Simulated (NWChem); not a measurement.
# One shape, several levels: doublet BNH3ClO−

Wanted: a comparison of 6 runs (UHF/STO-3G, UHF/3-21G, UB3LYP/6-31G*, UM06-2X/def2-SVPD, USVWN5/def2-SVPD) of doublet BNH3ClO−. 

The results are computed with NWChem 7.3.0.

59 further runs of the same task are left out: 1 that didn't finish, 58 set aside as unsound or not needed. Runs told in other sessions of the task aren't counted.

## Step 1: The structure to begin with

BNH3ClO−: 7 atoms, total charge -1, spin state doublet. SMILES of the parent species: `NB(O)Cl`. The coordinates come from a PBE0-D4/def2-TZVP relaxation. This is one conformer, not always the lowest. That shape belongs to the parent species and isn't relaxed for this state.

Bond lengths: N1–B2 1.393 Å, B2–O3 1.360 Å, B2–Cl4 1.788 Å, N1–H5 1.002 Å, N1–H6 1.005 Å, O3–H7 0.959 Å. Angles: N1–B2–O3 120.7°, N1–B2–Cl4 119.3°, O3–B2–Cl4 120.0°, B2–N1–H5 122.9°, B2–N1–H6 121.7°, B2–O3–H7 113.0°, H5–N1–H6 115.4°.

## Step 2: A single-point energy at UHF/STO-3G (run 1)

Input file run.py:

```python
from ase import Atoms
from ase.calculators.nwchem import NWChem

mol = Atoms(['N', 'B', 'O', 'Cl', 'H', 'H', 'H'], positions=[
    [-0.520100, 0.976200, -0.014400],
    [0.060900, -0.288100, -0.083300],
    [1.097000, -0.622600, 0.732400],
    [-0.570000, -1.477100, -1.260400],
    [-1.284200, 1.257300, -0.599100],
    [-0.194300, 1.671700, 0.633400],
    [1.410800, -1.517400, 0.591500],
])

calc = NWChem(
    label='input',
    theory='scf',
    memory='2200 mb',
    basis='STO-3G',
    basispar='spherical bse',
    charge=-1,
    scf={'nopen': '1', 'uhf': None, 'thresh': '1e-08', 'maxiter': '80', 'print': 'low'},
    task='energy',
)
mol.calc = calc

print(f"energy = {mol.get_potential_energy():.6f} eV")
```

The run is started by

```
$ export ASE_NWCHEM_COMMAND="nwchem PREFIX.nwi > PREFIX.nwo"
$ python run.py
```

Log:

```text
energy = -16547.818954 eV
```

The calculator wrote input.nwi:

```
title "input"

permanent_dir input

scratch_dir input

start input

geometry units angstrom nocenter noautosym noautoz
  N  -5.2010000000000001e-01 9.7619999999999996e-01 -1.4400000000000000e-02
  B  6.0900000000000003e-02 -2.8810000000000002e-01 -8.3299999999999999e-02
  O  1.0970000000000000e+00 -6.2260000000000004e-01 7.3240000000000005e-01
  Cl -5.6999999999999995e-01 -1.4771000000000001e+00 -1.2604000000000000e+00
  H  -1.2842000000000000e+00 1.2573000000000001e+00 -5.9909999999999997e-01
  H  -1.9430000000000000e-01 1.6717000000000000e+00 6.3339999999999996e-01
  H  1.4108000000000001e+00 -1.5174000000000001e+00 5.9150000000000003e-01
end

charge -1

memory 2200 mb

basis spherical bse noprint
   * library STO-3G
end

scf
  nopen 1
  uhf
  thresh 1e-08
  maxiter 80
  print low
end

task scf energy
```

input.nwo:

```text
Northwest Computational Chemistry Package (NWChem) 7.3.0
             --------------------------------------------------------

           Job information
           ---------------

    nwchem branch   = 7.3.0
    use scalapack   = T
    input           = input.nwi
    prefix          = input.
    data base       = input/input.db
    status          = startup
    nproc           =        1

           Memory information
           ------------------

[... 5 lines left out ...]
    hardfail = no
[... 42 lines left out ...]
            Nuclear Dipole moment (a.u.)
[... 65 lines left out ...]
 Forming initial guess at       0.0s

 Starting SCF solution at       0.0s

       Final UHF  results
       ------------------

         Total SCF energy =   -608.121134983216
      One electron energy =  -1142.127714982873
      Two electron energy =    389.271197434241
 Nuclear repulsion energy =    144.735382565416

                       Sz =      0.5000
                 Sz(Sz+1) =      0.7500
                      S^2 =      0.7568

        Time for solution =      0.8s

 Task  times  cpu:        0.8s     wall:        0.8s
 Total times  cpu:        0.8s     wall:        0.8s
```

It took 1.7 s on 1 thread of Intel Xeon 6975P-C (Granite Rapids), shared host; peak memory 0.097 GiB.

## Step 3: A single-point energy at UHF/3-21G (run 2)

Input file run.py:

```python
from ase import Atoms
from ase.calculators.nwchem import NWChem

system = Atoms(['N', 'B', 'O', 'Cl', 'H', 'H', 'H'], positions=[
    [-0.520100, 0.976200, -0.014400],
    [0.060900, -0.288100, -0.083300],
    [1.097000, -0.622600, 0.732400],
    [-0.570000, -1.477100, -1.260400],
    [-1.284200, 1.257300, -0.599100],
    [-0.194300, 1.671700, 0.633400],
    [1.410800, -1.517400, 0.591500],
])

calc = NWChem(
    label='bclh3no',
    theory='scf',
    memory='2200 mb',
    basis='3-21G',
    basispar='spherical bse',
    charge=-1,
    scf={'nopen': '1', 'uhf': None, 'thresh': '1e-08', 'maxiter': '80'},
    task='energy',
)
system.calc = calc

print(f"energy = {system.get_potential_energy():.6f} eV")
```

The run is started by

```
$ export ASE_NWCHEM_COMMAND="nwchem PREFIX.nwi > PREFIX.nwo"
$ python run.py
```

Log:

```text
energy = -16657.177454 eV
```

The calculator wrote bclh3no.nwi:

```
title "bclh3no"

permanent_dir bclh3no

scratch_dir bclh3no

start bclh3no

geometry units angstrom nocenter noautosym noautoz
  N  -5.2010000000000001e-01 9.7619999999999996e-01 -1.4400000000000000e-02
  B  6.0900000000000003e-02 -2.8810000000000002e-01 -8.3299999999999999e-02
  O  1.0970000000000000e+00 -6.2260000000000004e-01 7.3240000000000005e-01
  Cl -5.6999999999999995e-01 -1.4771000000000001e+00 -1.2604000000000000e+00
  H  -1.2842000000000000e+00 1.2573000000000001e+00 -5.9909999999999997e-01
  H  -1.9430000000000000e-01 1.6717000000000000e+00 6.3339999999999996e-01
  H  1.4108000000000001e+00 -1.5174000000000001e+00 5.9150000000000003e-01
end

charge -1

memory 2200 mb

basis spherical bse noprint
   * library 3-21G
end

scf
  nopen 1
  uhf
  thresh 1e-08
  maxiter 80
end

task scf energy
```

bclh3no.nwo:

```text
Northwest Computational Chemistry Package (NWChem) 7.3.0
             --------------------------------------------------------

           Job information
           ---------------

    nwchem branch   = 7.3.0
    use scalapack   = T
    input           = bclh3no.nwi
    prefix          = bclh3no.
    data base       = bclh3no/bclh3no.db
    status          = startup
    nproc           =        1

           Memory information
           ------------------

[... 5 lines left out ...]
    hardfail = no
[... 42 lines left out ...]
            Nuclear Dipole moment (a.u.)
[... 89 lines left out ...]
 2-e energy   =     390.841311
[... 18 lines left out ...]
  ga_iter_lsolve: convergence stagnant ... aborting solve
[... 13 lines left out ...]
      One electron energy =  -1142.881549616553
[... 9 lines left out ...]
          Final alpha eigenvalues
[... 251 lines left out ...]
                     UHF Final Beta Molecular Orbital Analysis
[... 240 lines left out ...]
       Multipole analysis of the density wrt the origin
       ------------------------------------------------

     L   x y z        total         alpha         beta         nuclear
     -   - - -        -----         -----         ----         -------
     0   0 0 0     -1.000000    -21.000000    -20.000000     40.000000

     1   1 0 0      0.131266      4.069617      4.221296     -8.159648
[... 8 lines of this table left out ...]
     2   0 0 2    -29.725287    -73.868189    -71.715822    115.858723

 Task  times  cpu:        5.2s     wall:        5.2s
 Total times  cpu:        5.2s     wall:        5.2s
```

Run time: 6.3 s. Hardware: 1 thread of Intel Xeon 6975P-C (Granite Rapids), shared host; peak memory 0.098 GiB.

Runs 3 to 5 aren't shown in full; the table further down has their settings and results.

## Step 4: A single-point energy at USVWN5/def2-SVPD (run 6)

Input file bclh3no.nw:

```
start bclh3no
title "BClH3NO energy"
memory stack 880 mb heap 220 mb global 1100 mb
charge -1
geometry units au noautosym nocenter noautoz
N  -0.98284656  1.84475064 -0.02721206
B   0.11508432 -0.54443010 -0.15741419
O   2.07302956 -1.17654349  1.38403541
Cl -1.07714389 -2.79131446 -2.38181081
H  -2.42678629  2.37595266 -1.13213492
H  -0.36717379  3.15905516  1.19695253
H   2.66602562 -2.86747042  1.11777300
end
basis "ao basis" spherical bse
* library def2-SVPD
end
dft
xc slater vwn_5
mult 2
grid fine
convergence energy 1e-08
iterations 100
mulliken
end
task dft energy
```

The run is started by

```
$ nwchem bclh3no.nw > bclh3no.out
```

Log:

```text
[...]
          Wavefunction type:  spin polarized.
          No. of atoms     :     7
          No. of electrons :    41
[...]
          Charge           :    -1
          Spin multiplicity:     2
[...]
          AO basis - number of functions:   114
[...]
              XC Information
              --------------
                        Slater Exchange Functional  1.000 local
                      VWN V Correlation Functional  1.000 local
[...]
 d= 0,ls=0.0,diis     1   -613.7995831035 -7.59D+02  2.60D+00  3.59D-01     1.7
[...]
 d= 0,ls=0.0,diis    14   -613.9711001109 -2.40D-10  3.71D-06  2.57D-11    19.4
[...]
         Total DFT energy =     -613.971100110924
      One electron energy =    -1141.692995074974
           Coulomb energy =      429.258444979549
    Exchange-Corr. energy =      -46.271922172687
 Nuclear repulsion energy =      144.735372157188
[...]
      Total Density - Mulliken Population Analysis
     ---------------------------------------------
    Atom       Charge   Shell Charges
 -----------   ------   -------------------------------------------------------
    1 N    7     4.97   1.98  0.99  0.28 -1.78  2.53  0.98  0.01 -0.03
    2 B    5     9.45   1.98  0.89  1.20  3.55  1.72 -0.08  0.19  0.01
    3 O    8     6.74   1.99  1.08  0.56 -1.45  2.91  1.45  0.20  0.01 -0.01
    4 Cl  17    16.27   2.00  1.98  1.31  0.58 -0.99  5.92  2.19  3.01  0.21  0.02  0.03
    5 H    1     1.35   0.73  0.60  0.04 -0.02
    6 H    1     1.26   0.72  0.54  0.04 -0.05
    7 H    1     0.96   0.69  0.18  0.07  0.03
[...]
      <S2> =      0.7503 (Exact =     0.7500)
[...]
```

Run time: 20 s. Hardware: 1 thread of Intel Xeon 6975P-C (Granite Rapids), shared host; peak memory 0.12 GiB.

## Step 5: Overview of the runs

```tsv
run	level	iteration cap	module	energy (Eh)	⟨S²⟩	wall time
1	UHF/STO-3G	80	scf	-608.121135	0.757	1.7 s
2	UHF/3-21G	80	scf	-612.139986	0.758	6.3 s
3	UB3LYP/6-31G* (spherical functions)	100	dft	-616.815248	0.751	34 s
4	UB3LYP/6-31G* (Cartesian functions)	100	dft	-616.823113	0.751	38 s
5	UM06-2X/def2-SVPD	100	dft	-616.625838	0.751	63 s
6	USVWN5/def2-SVPD	100	dft	-613.971100	0.750	20 s
```

## Step 6: Results

| quantity | value |
| --- | --- |
| run 6: total energy | -613.97110 Eh |
| run 6: HOMO energy (highest over α and β) | 2.25 eV |
| run 6: LUMO energy (lowest over α and β) | 2.62 eV |
| run 6: ⟨S²⟩ | 0.750 |

In words: Totals of different functionals can't be ranked against each other. In runs 2, 3, 4, 5, 6 the HOMO lies above zero, from self-interaction, a short basis or an electron that isn't bound. In run 1 the basis is minimal, so the values are rough. All runs together took 2.7 min, the longest 63 s.
